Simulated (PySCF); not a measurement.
# InH2BrO (SMILES [OH][InH][Br]) at 6 levels

Wanted: a comparison of 6 runs (HF/3-21G, HF/def2-SVP, r2SCAN/STO-3G, PBE/3-21G, PBE0/def2-SVP, MP2/def2-SVPD) of InH2BrO. 

The calculation is run with PySCF 2.14.0.

2 further runs of the same task are left out: 2 set aside as unsound or not needed.

### 1 The structure to begin with

InH2BrO: 5 atoms, total charge 0, spin state singlet. SMILES: `[OH][InH][Br]`. The shape is that of a PBE0-D4/def2-TZVP optimisation. This is one conformer, not always the lowest.

Bond lengths: O1–In2 1.973 Å, In2–Br3 2.454 Å, O1–H4 0.960 Å, In2–H5 1.701 Å. Angles: O1–In2–Br3 109.4°, O1–In2–H5 127.1°, Br3–In2–H5 123.4°, In2–O1–H4 113.2°.

### 2 Energy and forces at HF/3-21G (run 1)

File input.py:

```python
from pyscf import gto, scf

molecule = gto.M(
    atom='''
O     -1.309000    -0.529200    -0.427700
In     0.448300     0.176600     0.125500
Br     1.760600    -1.621100     1.158900
H     -1.869900     0.132300    -0.840400
H      1.019800     1.767700    -0.057800
''',
    max_memory=1860,
    basis='3-21g',
    verbose=3,
)

calc0 = scf.RHF(molecule)
calc0.conv_tol = 1e-10
calc0.kernel()
if not calc0.converged:
    calc0 = calc0.newton().run(calc0.mo_coeff, calc0.mo_occ)

e_tot = calc0.e_tot
print('E = %.10f Eh' % e_tot)
grad = calc0.nuc_grad_method().kernel()
calc0.analyze()
```

Command:

```bash
$ OMP_NUM_THREADS=1 python input.py
```

Standard output:

```text
converged SCF energy = -8350.45236551611
[... 11 lines left out ...]
MO #2   energy= -486.742423319732  occ= 2
[... 7 lines left out ...]
MO #10  energy= -57.9373806477084  occ= 2
[... 7 lines left out ...]
MO #18  energy= -17.5369103356505  occ= 2
[... 7 lines left out ...]
MO #26  energy= -3.51644318649328  occ= 2
[... 7 lines left out ...]
MO #34  energy= -1.28573814918559  occ= 2
[... 7 lines left out ...]
MO #42  energy= -0.541081062329671 occ= 2
[... 7 lines left out ...]
MO #50  energy= 0.106107877229483  occ= 0
[... 7 lines left out ...]
MO #58  energy= 0.882723355879959  occ= 0
[... 7 lines left out ...]
MO #66  energy= 3.05985882225954   occ= 0
[... 6 lines left out ...]
Dipole moment(X, Y, Z, Debye): -0.98150,  4.22365, -1.54036
```

It took 5.7 s on 1 thread of Intel Xeon at 2.70GHz, shared host; peak memory 0.14 GiB.

### 3 Energy and gradient at HF/def2-SVP (core potential) (run 2)

File geometry.xyz:

```xyz
5
BrH2InO
O     -1.309000    -0.529200    -0.427700
In     0.448300     0.176600     0.125500
Br     1.760600    -1.621100     1.158900
H     -1.869900     0.132300    -0.840400
H      1.019800     1.767700    -0.057800
```

File run.py:

```python
# [OH][InH][Br]
import pyscf.grad
from pyscf import gto, scf

mol = gto.M(
    atom='geometry.xyz',
    ecp={'In': 'def2-svp'},
    max_memory=1860,
    basis='def2-svp',
    spin=0,
    verbose=4,
)

mf = scf.RHF(mol)
mf.conv_tol = 1e-10
mf.kernel()
if not mf.converged:
    mf = mf.newton().run(mf.mo_coeff, mf.mo_occ)

e_final = mf.e_tot
print('E(%s) = %.9f' % ('HF', e_final))
grad = mf.Gradients().kernel()
dip = mf.dip_moment()
pop, q = mf.mulliken_pop()
```

Command:

```bash
$ OMP_NUM_THREADS=1 python run.py
```

Standard output:

```text
PySCF version 2.14.0

[... 61 lines left out ...]
converged SCF energy = -2837.3304423041
[... 12 lines left out ...]
Dipole moment(X, Y, Z, Debye): -0.41142,  3.68987, -1.15748
[... 88 lines left out ...]
charge of    4H =     -0.14410
```

Wall time 9.6 s (1 thread of Intel Xeon at 2.70GHz, shared host); peak memory 0.16 GiB.

### 4 Energy and gradient at r2SCAN/STO-3G (run 3)

File input.py:

```python
# [OH][InH][Br]
from pyscf import gto, dft

mol = gto.M(
    atom='''
O     -2.473651    -1.000043    -0.808236
In     0.847164     0.333726     0.237161
Br     3.327052    -3.063435     2.190004
H     -3.533599     0.250011    -1.588126
H      1.927143     3.340469    -0.109226
''',
    basis='sto-3g',
    max_memory=1860,
    verbose=4,
    unit='bohr',
)

mf = dft.RKS(mol)
mf.xc = 'r2scan'
mf.grids.level = 5
mf.conv_tol = 1e-10
mf.kernel()
if not mf.converged:
    mf = mf.newton().run(mf.mo_coeff, mf.mo_occ)

etot = mf.e_tot
print('E = %.10f Eh' % etot)
grad = mf.nuc_grad_method().kernel()
mf.analyze()
```

Command:

```bash
$ OMP_NUM_THREADS=1 python input.py
```

Standard output:

```text
PySCF version 2.14.0

[... 92 lines left out ...]
Nuclear Repulsion Energy =             556.436726712271593
[... 8 lines left out ...]
MO #3   energy= -141.496512927233  occ= 2
[... 6 lines left out ...]
MO #10  energy= -55.242318783318   occ= 2
[... 6 lines left out ...]
MO #17  energy= -15.3130525093283  occ= 2
[... 6 lines left out ...]
MO #24  energy= -5.75681445127057  occ= 2
[... 6 lines left out ...]
MO #31  energy= -1.45010871245054  occ= 2
[... 6 lines left out ...]
MO #38  energy= -0.244781122736729 occ= 2
[... 6 lines left out ...]
MO #45  energy= -0.15049084846621  occ= 2
[... 6 lines left out ...]
MO #52  energy= 0.426532531188247  occ= 0
[... 60 lines left out ...]
Dipole moment(X, Y, Z, Debye): -1.58063,  2.33823, -1.29059
```

Run time: 24 s. Hardware: 1 thread of Intel Xeon at 2.70GHz, shared host; peak memory 0.54 GiB.

Runs 4 to 5 aren't shown in full; the table further down has their settings and results.

### 5 Energy and forces at MP2/def2-SVPD (core potential) (run 6)

File start.xyz:

```xyz
5
BrH2InO
O     -1.309000    -0.529200    -0.427700
In     0.448300     0.176600     0.125500
Br     1.760600    -1.621100     1.158900
H     -1.869900     0.132300    -0.840400
H      1.019800     1.767700    -0.057800
```

File calc.py:

```python
# [OH][InH][Br]
from pyscf import gto, mp

mol = gto.Mole()
mol.atom = 'start.xyz'
mol.max_memory = 1860
mol.verbose = 3
mol.basis = 'def2-svpd'
mol.ecp = {'In': 'def2-svp'}
mol.charge = 0
mol.build()

mf = mol.RHF()
mf.conv_tol = 1e-10
mf.kernel()
if not mf.converged:
    mf = mf.newton().run(mf.mo_coeff, mf.mo_occ)

pt = mp.MP2(mf, frozen=14).run()
e_tot = pt.e_tot
print(f'total energy: {e_tot:.8f} hartree')
grad = pt.nuc_grad_method().kernel()
mf.analyze()
```

Command:

```bash
$ OMP_NUM_THREADS=1 python calc.py
```

Standard output:

```text
converged SCF energy = -2837.34604235717
[... 2 lines left out ...]
total energy: -2837.88157825 hartree
[... 22 lines left out ...]
MO #14  energy= -3.68410705510901  occ= 2
[... 13 lines left out ...]
MO #28  energy= -0.562900451463705 occ= 2
[... 13 lines left out ...]
MO #42  energy= 0.133722556099872  occ= 0
[... 13 lines left out ...]
MO #56  energy= 0.327038250523897  occ= 0
[... 13 lines left out ...]
MO #70  energy= 0.653813000469243  occ= 0
[... 13 lines left out ...]
MO #84  energy= 1.03393629335357   occ= 0
[... 13 lines left out ...]
MO #98  energy= 2.64891339788269   occ= 0
[... 13 lines left out ...]
MO #112 energy= 61.6591276577375   occ= 0
[... 6 lines left out ...]
Dipole moment(X, Y, Z, Debye): -0.32327,  3.58665, -1.09281
```

Run time: 36 s. Hardware: 1 thread of Intel Xeon at 2.70GHz, shared host; peak memory 1.8 GiB.

### 6 The series

```csv
run,level,core potential,integration grid,energy (Eh),dipole moment (D) of the reference,HOMO energy (eV),LUMO energy (eV),wall time
1,HF/3-21G,–,–,-8350.452366,4.60,-10.66,1.11,5.7 s
2,HF/def2-SVP (core potential),def2-svp,–,-2837.330442,3.89,-10.99,1.08,9.6 s
3,r2SCAN/STO-3G,–,5,-8306.559902,3.10,-2.98,1.61,24 s
4,PBE/3-21G,–,5,-8354.022960,3.64,-6.31,-1.86,20 s
5,PBE0/def2-SVP (core potential),def2-svp,5,-2840.012218,3.46,-8.02,-1.41,39 s
6,MP2/def2-SVPD (core potential),def2-svp,–,-2837.881578,3.76,-11.16,0.83,36 s
```

### 7 Summary of results

| quantity | value |
| --- | --- |
| run 6: total energy | -2837.88158 Eh |
| run 6: dipole moment (Hartree–Fock density) | 3.76 D |
| run 6: HOMO energy (Hartree–Fock orbitals) | -11.16 eV |
| run 6: LUMO energy (Hartree–Fock orbitals) | 0.83 eV |
| run 6: HOMO–LUMO gap (Hartree–Fock orbitals) | 11.99 eV |
| run 6: correlation energy (14 core orbitals frozen) | -535.5 mEh |
| run 6: largest force on an atom | 0.778 eV/Å |

In words: Over runs 1, 2, 3, 4, 5 the dipole moment (its size) runs from 3.10 D (r2SCAN/STO-3G) to 4.60 D (HF/3-21G). The two ends differ in method and basis. Over runs 1, 2, 3, 4, 5 the HOMO–LUMO gap runs from 4.45 eV (PBE/3-21G) to 12.08 eV (HF/def2-SVP). The two ends differ in method and basis and core potential. Totals of different functionals can't be ranked against each other. Some runs of one species differ in core potentials or relativity; totals across that change don't compare. In run 3 the basis is minimal, so the values are rough. In runs 1, 3, 4 relativity is left out where basis or elements ask for it. All runs together took 2.2 min, the longest 39 s.
